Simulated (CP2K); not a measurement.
# C3H9Ga (trimethylgallium (TMGa)) at PM6

What is the energy change on altering one bond length of C3H9Ga (trimethylgallium (TMGa)) at PM6? 

The calculation is run with CP2K 2026.2.

5 further runs of the same task are left out: 2 that didn't finish, 3 set aside as unsound or not needed.

### 1 Starting point

The species is C3H9Ga (13 atoms), meant as a singlet with charge 0. As SMILES, `C[Ga](C)C`. Geometry: relaxed at PBE0-D4/def2-TZVP.

Bond lengths: C1–Ga2 1.976 Å, Ga2–C3 1.976 Å, Ga2–C4 1.976 Å, C1–H5 1.092 Å, C1–H6 1.096 Å, C1–H7 1.092 Å, C3–H8 1.092 Å, C3–H9 1.092 Å, C3–H10 1.096 Å, C4–H11 1.092 Å, C4–H12 1.096 Å, C4–H13 1.092 Å. Some angles: C1–Ga2–C3 119.7°, C1–Ga2–C4 120.1°, C3–Ga2–C4 120.1°, Ga2–C1–H5 111.9°, Ga2–C1–H6 109.2°, Ga2–C1–H7 112.2°, Ga2–C3–H8 111.9°, Ga2–C3–H9 112.2°, Ga2–C3–H10 109.2°, Ga2–C4–H11 112.0°.

### 2 A single-point energy at PM6

run.inp reads:

```
&GLOBAL
  PROJECT run
  RUN_TYPE ENERGY
  PRINT_LEVEL MEDIUM
&END GLOBAL

&FORCE_EVAL
  METHOD Quickstep
  &DFT
    CHARGE 0
    MULTIPLICITY 1
    &QS
      METHOD PM6
      EPS_DEFAULT 1.0E-10
      &SE
        &COULOMB
          CUTOFF [angstrom] 50
          RC_RANGE [angstrom] 0
        &END COULOMB
        &EXCHANGE
          CUTOFF [angstrom] 50
          RC_RANGE [angstrom] 0
        &END EXCHANGE
      &END SE
    &END QS
    &POISSON
      PERIODIC NONE
      POISSON_SOLVER ANALYTIC
    &END POISSON
    &SCF
      SCF_GUESS ATOMIC
      EPS_SCF 1.0E-06
      MAX_SCF 100
      ADDED_MOS 4
      &DIAGONALIZATION
        ALGORITHM STANDARD
      &END DIAGONALIZATION
      &MIXING
        METHOD DIRECT_P_MIXING
        ALPHA 0.4
      &END MIXING
    &END SCF
    &PRINT
      &MOMENTS
        PERIODIC F
        REFERENCE COM
        MAX_MOMENT 1
      &END MOMENTS
      &MO ON
        ENERGIES T
        OCCUPATION_NUMBERS T
        NDIGITS 6
        &EACH
          QS_SCF 0
        &END EACH
        ADD_LAST NUMERIC
      &END MO
      &HIRSHFELD OFF
      &END HIRSHFELD
    &END PRINT
  &END DFT
  &SUBSYS
    &CELL
      ABC [angstrom] 20.1 20.9 20.3
      PERIODIC NONE
    &END CELL
    &COORD
      C     -0.386610     1.662740    -0.990030
      Ga     0.030950    -0.015220    -0.033330
      C      1.404300    -0.017040     1.387570
      C     -0.984810    -1.662120    -0.433110
      H      0.495980     2.295540    -1.105570
      H     -1.118900     2.235600    -0.410630
      H     -0.822360     1.479540    -1.974110
      H      2.207150     0.693340     1.179140
      H      1.838150    -1.007150     1.540450
      H      0.944020     0.286540     2.334210
      H     -1.317660    -1.695390    -1.472580
      H     -1.882270    -1.692900     0.194460
      H     -0.407960    -2.563490    -0.216480
    &END COORD
    &TOPOLOGY
      &CENTER_COORDINATES
      &END CENTER_COORDINATES
    &END TOPOLOGY
  &END SUBSYS
&END FORCE_EVAL
```

Started as:

```sh
OMP_NUM_THREADS=1 cp2k.psmp -i run.inp -o run.out
```

Standard output:

```text
CP2K| version string:                                       CP2K version 2026.2
[...]
 GLOBAL| Method name                                                        CP2K
[...]
 GLOBAL| Run type                                                         ENERGY
[...]
                             - Atoms:                                         13
[...]
                             - Spherical basis functions:                     25
[...]
 Number of electrons:                                                         24
[...]
     1 P_Mix/Diag. 0.40E+00    0.0     0.79416327       -12.8688756526 -1.29E+01
[...]
    15 DIIS/Diag.  0.16E-06    0.0     0.00000028       -20.1966747628 -1.74E-11
  *** SCF run converged in    15 steps ***
  Core-core repulsion energy [eV]:                           1365.06621403464374
  Core Hamiltonian energy [eV]:                              -868.46940639796230
  Two-electron integral energy [eV]:                        -2092.35255446629890
  Electronic energy [eV]:                                   -1914.64568363111175
  Total energy [eV]:                                         -549.57946959646802
  Atomic reference energy [eV]:                               549.41567317222655
  Heat of formation [kcal/mol]:                                -3.77723557518518
[...]
 SE_DIPOLE| Moment [Debye]          0.18302128      -0.08719574      -0.19576454
 SE_DIPOLE| Derivative [a.u.]       0.00000000       0.00000000       0.00000000
 ENERGY| Total FORCE_EVAL ( QS ) energy [hartree]            -20.196674762796111
[...]
```

Wall time 2.3 s (1 thread of Intel Xeon at 2.50GHz (Skylake/Cascade Lake), shared host); peak memory 0.18 GiB.

### 3 The distorted shape at the same level

qs.inp reads:

```
&FORCE_EVAL
   METHOD QUICKSTEP
   &DFT
      CHARGE 0
      MULTIPLICITY 1
      &QS
         METHOD PM6
         EPS_DEFAULT 1.0E-10
         &SE
            &COULOMB
               CUTOFF [angstrom] 50
               RC_RANGE [angstrom] 0
            &END COULOMB
            &EXCHANGE
               CUTOFF [angstrom] 50
               RC_RANGE [angstrom] 0
            &END EXCHANGE
         &END SE
      &END QS
      &POISSON
         PERIODIC NONE
         POISSON_SOLVER ANALYTIC
      &END POISSON
      &SCF
         SCF_GUESS ATOMIC
         EPS_SCF 1.0E-06
         MAX_SCF 100
         ADDED_MOS 4
         &DIAGONALIZATION
            ALGORITHM STANDARD
         &END DIAGONALIZATION
         &MIXING
            METHOD DIRECT_P_MIXING
            ALPHA 0.4
         &END MIXING
      &END SCF
      &PRINT
         &MOMENTS
            PERIODIC F
            REFERENCE COM
            MAX_MOMENT 1
         &END MOMENTS
         &MO ON
            ENERGIES T
            OCCUPATION_NUMBERS T
            NDIGITS 6
            &EACH
               QS_SCF 0
            &END EACH
            ADD_LAST NUMERIC
         &END MO
         &HIRSHFELD OFF
         &END HIRSHFELD
      &END PRINT
   &END DFT
   &SUBSYS
      &CELL
         ABC [angstrom] 20.2 20.9 20.3
         PERIODIC NONE
      &END CELL
      &COORD
         C     -0.251975     1.667358    -1.084177
         Ga     0.165585    -0.010602    -0.127477
         C      1.538935    -0.012422     1.293423
         C     -0.850175    -1.657502    -0.527257
         H      0.630615     2.300158    -1.199717
         H     -0.984265     2.240218    -0.504777
         H     -0.687725     1.484158    -2.068257
         H      2.341785     0.697958     1.084993
         H      1.972785    -1.002532     1.446303
         H      1.078655     0.291158     2.240063
         H     -1.183025    -1.690772    -1.566727
         H     -1.882270    -1.692900     0.194460
         H     -0.273325    -2.558872    -0.310627
      &END COORD
      &TOPOLOGY
         &CENTER_COORDINATES
         &END CENTER_COORDINATES
      &END TOPOLOGY
   &END SUBSYS
&END FORCE_EVAL
&GLOBAL
   PROJECT qs
   RUN_TYPE ENERGY
   PRINT_LEVEL MEDIUM
&END GLOBAL
```

Started as:

```sh
OMP_NUM_THREADS=1 cp2k.psmp qs.inp > qs.out
```

Standard output:

```text
CP2K| version string:                                       CP2K version 2026.2
[...]
 GLOBAL| Method name                                                        CP2K
[...]
 GLOBAL| Run type                                                         ENERGY
[...]
                             - Atoms:                                         13
[...]
                             - Spherical basis functions:                     25
[...]
 Number of electrons:                                                         24
[...]
     1 P_Mix/Diag. 0.40E+00    0.0     0.78228696       -12.9408747748 -1.29E+01
[...]
    15 DIIS/Diag.  0.25E-06    0.0     0.00000045       -20.1864631470 -2.19E-11
  *** SCF run converged in    15 steps ***
  Core-core repulsion energy [eV]:                           1357.94966886482484
  Core Hamiltonian energy [eV]:                              -866.38060686219467
  Two-electron integral energy [eV]:                        -2081.74131880514778
  Electronic energy [eV]:                                   -1907.25126626476845
  Total energy [eV]:                                         -549.30159739994383
  Atomic reference energy [eV]:                               549.41567317222655
  Heat of formation [kcal/mol]:                                 2.63065001161291
[...]
 SE_DIPOLE| Moment [Debye]          0.34701573      -0.02241918      -0.27002318
 SE_DIPOLE| Derivative [a.u.]       0.00000000       0.00000000       0.00000000
 ENERGY| Total FORCE_EVAL ( QS ) energy [hartree]            -20.186463147025702
[...]
```

It took 1.8 s on 1 thread of Intel Xeon at 2.50GHz (Skylake/Cascade Lake), shared host; peak memory 0.19 GiB.

### 4 Outcome

At PM6:

| quantity | value |
| --- | --- |
| first shape: total energy | -20.19667 Eh |
| first shape: dipole moment | 0.28 D |
| first shape: HOMO energy | -10.58 eV |
| first shape: LUMO energy | 0.63 eV |
| first shape: HOMO–LUMO gap | 11.21 eV |
| first shape: heat of formation | -3.8 kcal/mol |
| distorted shape: total energy | -20.18646 Eh |
| distorted shape: dipole moment | 0.44 D |
| distorted shape: HOMO energy | -10.51 eV |
| distorted shape: LUMO energy | 0.64 eV |
| distorted shape: HOMO–LUMO gap | 11.15 eV |
| distorted shape: heat of formation | 2.6 kcal/mol |
| energy change with the C4–H12 bond stretched from 1.096 to 1.260 Å | 0.278 eV |

What this shows: With the C4–H12 bond stretched from 1.096 to 1.260 Å the energy rises by 0.28 eV (26.8 kJ/mol). The first shape isn't relaxed at this level, so the change isn't measured from a minimum.
